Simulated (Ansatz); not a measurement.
Turn this script for Ansatz's Python interface into the input file that the command-line program reads.

The script, `deck_mno.py`:
```python
"""MnO from an input typed as a mapping."""

import ansatz as az
import numpy as np


def main() -> None:
    settings = {
        "crystal": {
            "lattice": [[3.3717, 0.0, 0.0], [-1.68585, 2.919978, 0.0], [0.0, 0.0, 5.3855]],
            "atoms": [
                {
                    "symbol": "Mn",
                    "position": [0.333333, 0.666667, 0.01096],
                    "spin": 2.8,
                },
                {
                    "symbol": "Mn",
                    "position": [0.666667, 0.333333, 0.51096],
                    "spin": -2.8,
                },
                {"symbol": "O", "position": [0.333333, 0.666667, 0.37547]},
                {"symbol": "O", "position": [0.666667, 0.333333, 0.87547]},
            ],
        },
        "magnetization": {"spin_polarized": True},
        "kpoints": {"mp_grid": {"kspacing": 0.3}},
        "hamiltonian": {"xc": "lda"},
        "scf": {"occupations": {"method": "cold", "width": 0.05}},
        "output": {"forces": True},
    }

    result = az.Session.from_dict(settings).plan(threads=1).execute()
    data = result.report

    print(f"free energy      {data['free_energy_ev']:.5f} eV")
    print(f"per atom         {data['free_energy_ev'] / len(result.lattice.sites):.5f} eV")
    print(f"SCF iterations   {data['n_iterations']}  (converged: {data['converged']})")

    # forces, one row an atom
    forces = np.array(data["forces_ev_ang"])
    norms = np.linalg.norm(forces, axis=1)
    print("largest force {:.4f} eV/A on atom {}".format(norms.max(), norms.argmax()))
    print(np.array2string(forces, precision=4, suppress_small=True))

    print(f"net moment {data['magnetization_mub']:.3f} muB, absolute {data['absolute_magnetization_mub']:.3f} muB")
    for index, (site, m) in enumerate(zip(result.lattice.sites, data["site_moments_mub"])):
        print(f"  {index:2d} {site.symbol:2s} {m:7.3f}")

    print("energy terms (eV)")
    for term, value in data["components"].items():
        if abs(value) > 1e-9:
            print(f"  {term:26s} {value:16.5f}")


if __name__ == "__main__":
    main()
```

```console
$ python deck_mno.py
DeckWarning: the atoms were moved onto the symmetric positions of the space group found under crystal.symmetry.tolerance 1.0e-5 (fractional; no operation is sought that the atoms, as they stand in a round, miss by more than twice it, and no atom is moved by as much as it), and the run uses the moved positions. Before [...]
DeckWarning: basis.ecutwfc = 420 eV, auto-derived from the records' recommended cutoffs: set by Mn (normal level)
free energy      -8792.09841 eV
per atom         -2198.02460 eV
SCF iterations   13  (converged: True)
largest force 0.0830 eV/A on atom 3
[[ 0.      0.      0.0829]
 [ 0.      0.      0.0829]
 [ 0.      0.     -0.0828]
 [ 0.     -0.     -0.083 ]]
net moment 0.000 muB, absolute 8.999 muB
   0 Mn   3.638
   1 Mn  -3.638
   2 O   -0.090
   3 O    0.090
energy terms (eV)
  e_band                           -623.62797
  e_kinetic                         944.39827
  e_local                         -5221.95395
  e_nonlocal                        611.89457
  e_hartree                        2098.23533
  e_xc                             -363.24340
  e_vxc                            -467.25468
  e_paw                           -2790.22278
  e_vpaw                           -687.17140
  e_augmentation_tail                 0.00489
  e_ewald                         -4072.17396
  e_core_change                       0.96175
  e_smearing                          0.00089
```
(Warnings from the package without file and line, shortened, repeats left out.)

`input.yaml`:
```yaml
crystal:
  lattice:
    - [3.3717, 0.0, 0.0]
    - [-1.68585, 2.919978, 0.0]
    - [0.0, 0.0, 5.3855]
  atoms:
    - { symbol: Mn, position: [0.333333, 0.666667, 0.01096], spin: 2.8 }
    - { symbol: Mn, position: [0.666667, 0.333333, 0.51096], spin: -2.8 }
    - { symbol: O, position: [0.333333, 0.666667, 0.37547] }
    - { symbol: O, position: [0.666667, 0.333333, 0.87547] }
magnetization:
  spin_polarized: true
kpoints:
  mp_grid: { kspacing: 0.3 }
hamiltonian:
  xc: lda
scf:
  occupations: { method: cold, width: 0.05 }
output:
  forces: true
```

Launched from the shell:
```console
$ ansatz run input.yaml --threads 1 --pin off --max-ram 3072MiB --backend cpu --events-out ev --progress --plain --runs-dir out
Warning: the atoms were moved onto the symmetric positions of the space group found under crystal.symmetry.tolerance 1.0e-5 (fractional; no operation is sought that the atoms, as they stand in a round, miss by more than twice it, and no atom is moved by as much as it), and the run uses the moved positions. Before a round's move an operation carried an atom to 3.37e-6 Å from where it should land, [...]
Engine: ansatz 0.2.0, x86_64-unknown-linux-gnu
Pseudopotentials: kind: paw
Pseudopotential: Mn, paw, valence charge 15, recommended cutoff 420 eV (normal), Mn.paw.azcp
Pseudopotential: O, paw, valence charge 6, recommended cutoff 420 eV (normal), O.paw.azcp
Functional definition: SPW92
  exchange = slater_x
  correlation = pw_c
Crystal: 4 atoms, lattice volume = 53.022 Å³
Basis set: ecut = 420 eV, 1085 PW (Γ)
Bands: 29, of which v1, the nominal top of the filled ones, is band 21 counted from 1 (20 counted from 0)
Symmetry: 6 space group operations
Space group: P3m1 (ITA 156), of the structure as read, at distance tolerance 3.8e-5 Å
Magnetic group: BNS 186.206 (UNI 1436), of the structure as read, at distance tolerance 3.8e-5 Å
k-points: 35 of 256 (time reversal used)
Non-local potential: Mn, projectors of the file, l = 0: 3, l = 1: 2, l = 2: 3, l = 3: 1
Non-local potential: O, projectors of the file, l = 0: 2, l = 1: 2, l = 2: 1
PAW form: soft (Blöchl's): semilocal exchange-correlation on the pseudo side does not see the compensation charge
PAW frozen core: Mn, regenerated for the run's functional, and the local potential with it (the file was generated under x = pbe(κ = 0.804, μ = 0.2195149727645171), c = pbe(β = 0.06672455060314922))
PAW frozen core: O, regenerated for the run's functional, and the local potential with it (the file was generated under x = pbe(κ = 0.804, μ = 0.2195149727645171), c = pbe(β = 0.06672455060314922))
PAW one-centre angular grid: Mn, 590 points (default); XC on 64 Gauss nodes
PAW one-centre angular grid: O, 110 points (default); XC on 64 Gauss nodes
Initial density: superposition of atomic densities (chi_scale 0.1, normalization cell, long waves kept (reshape's long-wave potential 0.00 eV rms))
Starting moments: Σ|m| = 5.6 μB on 2 of 4 sites
Starting magnetic order: altermagnet, g-wave, bulk spin-momentum locking; spin-degenerate planes through Γ normal to [0 0 1], [1 -1 0], [1 2 0], [2 1 0] of the run's lattice
Initial wavefunctions: pseudopotential atomic-orbital guess
Functional: x = slater, c = lda
SCF iter   1: F=—  HF=-8793.134209 eV  |F-HF|=—  |Δ(HF+E_count)|=         —  Δρ=1.55e-1 (↑1.55e-1 ↓1.55e-1)  dr2=1.12e1  dr2_m=8.67e0  M=0.000 μB ∫|m|=8.742 μB  β_m=0.30  ethr=3.10e-3  ⟨swp⟩=4.7  Hψ=7137  notcnv=0  defer=6
Mixer restart at iter 1: flushing history
preconditioner: auto → Resta (q_TF=auto, 2.624 Å⁻¹)  ε∞=9.7  [insulator: Δε(μ)=0.231 eV  Ē_g=8.802 eV  σ=0.050 eV  W_gap=1.00  n_scr=22 (ndim 8)  ℏωp=26.0 eV  f_vac=0.000  D(μ)=0.00/eV (n_scr^D=0)  ε∞_Penn≈9.7]
spin=Collinear: Resta preconditioning applied to the charge; magnetization (m = ρ↑ − ρ↓) channel mixes plain (no charge-response kernel on spin).
SCF iter   2: F=—  HF=-8792.433525 eV  |F-HF|=—  |Δ(HF+E_count)|=   7.01e-1  Δρ=9.68e-2 (↑9.68e-2 ↓9.68e-2)  dr2=2.03e0  dr2_m=4.13e0  M=0.000 μB ∫|m|=8.960 μB  β_m=0.50  ethr=3.10e-3  ⟨swp⟩=3.0  Hψ=4969  notcnv=0  defer=150
preconditioner: auto → Kerker (q_TF=auto, 2.624 Å⁻¹)  [metal: Δε(μ)=0.048 eV  Ē_g=9.209 eV  σ=0.050 eV  W_gap=0.47  n_scr=22 (ndim 8)  ℏωp=26.0 eV  f_vac=0.000  D(μ)=0.23/eV (n_scr^D=0)]
spin=Collinear: Kerker preconditioning applied to the charge; magnetization (m = ρ↑ − ρ↓) channel mixes plain (no charge-response kernel on spin).
SCF iter   3: F=—  HF=-8792.157344 eV  |F-HF|=—  |Δ(HF+E_count)|=   2.76e-1  Δρ=2.50e-2 (↑2.50e-2 ↓2.50e-2)  dr2=4.16e-1  dr2_m=2.19e-1  M=-0.000 μB ∫|m|=8.961 μB  β_m=0.54  ethr=3.10e-3  ⟨swp⟩=2.8  Hψ=3852  notcnv=0  defer=142
SCF iter   4: F=—  HF=-8792.102430 eV  |F-HF|=—  |Δ(HF+E_count)|=   5.49e-2  Δρ=4.93e-3 (↑4.93e-3 ↓4.93e-3)  dr2=4.73e-2  dr2_m=1.35e-3  M=0.000 μB ∫|m|=8.992 μB  β_m=0.77  ethr=9.91e-4  ⟨swp⟩=2.4  Hψ=3184  notcnv=0  defer=142
SCF iter   5: F=—  HF=-8792.099445 eV  |F-HF|=—  |Δ(HF+E_count)|=   2.98e-3  Δρ=2.27e-3 (↑2.27e-3 ↓2.26e-3)  dr2=6.36e-3  dr2_m=2.31e-4  M=-0.000 μB ∫|m|=8.993 μB  β_m=0.75  ethr=1.13e-4  ⟨swp⟩=2.1  Hψ=3360  notcnv=0  defer=138
SCF iter   6: F=—  HF=-8792.098858 eV  |F-HF|=—  |Δ(HF+E_count)|=   5.87e-4  Δρ=1.07e-3 (↑1.07e-3 ↓1.07e-3)  dr2=7.91e-4  dr2_m=3.91e-4  M=0.000 μB ∫|m|=9.002 μB  β_m=0.87  ethr=1.51e-5  ⟨swp⟩=2.0  Hψ=3570  notcnv=0  defer=138
SCF iter   7: F=—  HF=-8792.098940 eV  |F-HF|=—  |Δ(HF+E_count)|=   8.19e-5  Δρ=5.05e-4 (↑5.05e-4 ↓4.99e-4)  dr2=8.96e-5  dr2_m=9.71e-5  M=-0.000 μB ∫|m|=8.998 μB  β_m=0.94  ethr=1.88e-6  ⟨swp⟩=2.0  Hψ=3101  notcnv=0  defer=138
SCF iter   8: F=—  HF=-8792.098408 eV  |F-HF|=—  |Δ(HF+E_count)|=         —  Δρ=1.47e-4 (↑1.37e-4 ↓1.47e-4)  dr2=2.44e-5  dr2_m=4.26e-6  M=0.000 μB ∫|m|=8.999 μB  β_m=0.94  ethr=2.13e-7  ⟨swp⟩=2.2  Hψ=3035  notcnv=0  defer=138
Mixer restart at iter 8: flushing history
iteration 8: the input's own smearing fills from here on; a Gaussian of 0.05 eV has filled iterations ahead of it
SCF iter   9: F=—  HF=-8792.098414 eV  |F-HF|=—  |Δ(HF+E_count)|=   6.02e-6  S|Δr|=    0.00e0  Δρ=1.61e-4 (↑1.61e-4 ↓1.45e-4)  dr2=3.68e-5  dr2_m=6.49e-7  M=-0.000 μB ∫|m|=9.000 μB  β_m=0.76  ethr=5.80e-8  ⟨swp⟩=2.0  Hψ=3119  notcnv=0  defer=138
SCF iter  10: F=—  HF=-8792.098407 eV  |F-HF|=—  |Δ(HF+E_count)|=   7.12e-6  S|Δr|=    0.00e0  Δρ=3.00e-5 (↑2.39e-5 ↓3.00e-5)  dr2=1.97e-6  dr2_m=5.58e-8  M=0.000 μB ∫|m|=8.999 μB  β_m=0.83  ethr=5.80e-8  ⟨swp⟩=2.0  Hψ=2747  notcnv=0  defer=138
SCF iter  11: F=—  HF=-8792.098407 eV  |F-HF|=—  |Δ(HF+E_count)|=   3.41e-7  S|Δr|=    0.00e0  Δρ=4.27e-5 (↑4.27e-5 ↓3.00e-5)  dr2=2.46e-6  dr2_m=1.41e-7  M=-0.000 μB ∫|m|=8.999 μB  β_m=0.83  ethr=4.70e-9  ⟨swp⟩=2.2  Hψ=3190  notcnv=0  defer=138
SCF iter  12: F=—  HF=-8792.098407 eV  |F-HF|=—  |Δ(HF+E_count)|=   1.88e-7  S|Δr|=    0.00e0  Δρ=1.64e-5 (↑9.94e-6 ↓1.64e-5)  dr2=3.66e-7  dr2_m=1.78e-8  M=0.000 μB ∫|m|=8.999 μB  β_m=0.77  ethr=4.70e-9  ⟨swp⟩=2.1  Hψ=2323  notcnv=0  defer=138
SCF iter  13: F=-8792.098407 eV  HF=-8792.098407 eV  |F-HF|=5.42e-8  |Δ(HF+E_count)|=   1.03e-8  S|Δr|=    0.00e0  Δρ=8.13e-6 (↑8.13e-6 ↓4.26e-6)  dr2=8.62e-8  dr2_m=2.96e-9  M=0.000 μB ∫|m|=8.999 μB  ethr=2.38e-10  ⟨swp⟩=3.9  Hψ=6030  notcnv=0
SCF 1 converged in 13 iterations: F = -8792.098407 eV  dr2 = 8.62e-8
  greatest PAW one-centre occupation: 1.005 electrons in one spin orbital (limit 2), on the Mn atom at site 1 (counted from 0), in its partial waves of l = 1
this state was not tested for a lower state beside it, because cold or Methfessel-Paxton smearing, or corrected tetrahedra, fill the levels in a way that the test cannot read (fill_not_monotonic; see scf.lower_state_search)
SCF converged after 13 iterations
Magnetization: 0.0000 μB (21.0000 up, 21.0000 down)
Absolute magnetization: 8.9992 μB (∫|ρ↑−ρ↓|, with the PAW one-centre terms)
Spin contamination: 4.5585 ħ² per cell (⟨S²⟩ above its minimum at these occupations)
Per-site moments (μB) at R_I (Å): [(3.637921854373521, 0.8097657995625), (-3.6379011806928307, 0.8097657995624999), (-0.08962417323708209, 0.8097657995625), (0.08963684214589905, 0.8097657995624999)]
Free energy (F): -8792.098407 eV
Harris-Foulkes:  -8792.098407 eV  (|F-HF|=5.42e-8)
Internal energy: -8792.099294 eV  (E = F + TS)
E sigma→0 (E₀):  -8792.098703 eV
Entropy (-TS):   0.000887 eV (0.222 meV/atom)
Fermi energy:    9.687739 eV
Step filling:    the computed levels leave a gap of 0.0001 eV = 0.0 smearing widths at the electron count; against every level under it full and every level over it empty, smearing changes F+E_penalty+E_count by +0.256 meV and its σ→0 estimate by -0.040 meV
--- Per-component energies (eV) ---
  E_band       = -623.627966
  E_kinetic    = 944.398265
  E_local      = -5221.953952  (includes V_loc(G=0)·N_el)
  E_nonlocal   = 611.894572
  E_hartree    = 2098.235327
  E_xc         = -363.243403
  E_vxc        = -467.254680  (∫ρ·V_xc dr)
  E_paw        = -2790.222780  (= ΣΔE_a)
  E_vpaw       = -687.171401  (= ΣTr[D̂ρ^β])
  E_aug_tail   = 0.004887  (compensation charges beyond the density's cutoff)
  E_ewald      = -4072.173960
  E_core_change = 0.961749  (= ΣΔE_core)
  E_smearing   = 0.000887  (= −TS)
  E_closure    = -0.000000  (closes the sum)
  Σ components = -8792.098407   (vs F -8792.098407, Δ=0.00e0)
--- Forces (eV/Å), atoms counted from 1 ---
  atom   1  Mn     0.00000000     0.00000000     0.08286950
  atom   2  Mn     0.00000000     0.00000000     0.08287403
  atom   3  O      0.00000000     0.00000000    -0.08280148
  atom   4  O      0.00000000    -0.00000000    -0.08295912
  max |Σ_I F_I| component: 1.71e-5 eV/Å
```

Caveats:
- Total energies depend on the potentials; only differences at equal settings carry meaning.
- Other magnetic orders than the one started from may lie lower.
- The energy terms are those on the plane-wave grid, with the one-centre PAW part apart; e_band, e_vxc and e_vpaw aren't summands of the total.
- The mesh is modest for a metal, so energies can be off by several to tens of meV an atom and pressures by half a GPa or more; differences at equal mesh fare better.
- Without a Hubbard U or exact exchange, semilocal functionals often make such 3d compounds metallic or too weakly gapped.
- The starting cell is as deposited in a crystallographic database; the results hold for this polymorph, which needn't be the stable one.
- Levels are Kohn-Sham eigenvalues on this mesh.
- Finished in 7.7 s on 1 thread of Intel(R) Xeon(R) Platinum 8559C (Emerald Rapids), with other jobs on the host, peak memory 0.49 GiB.

(Lines on the test bed's own set-up are left out of the output.)
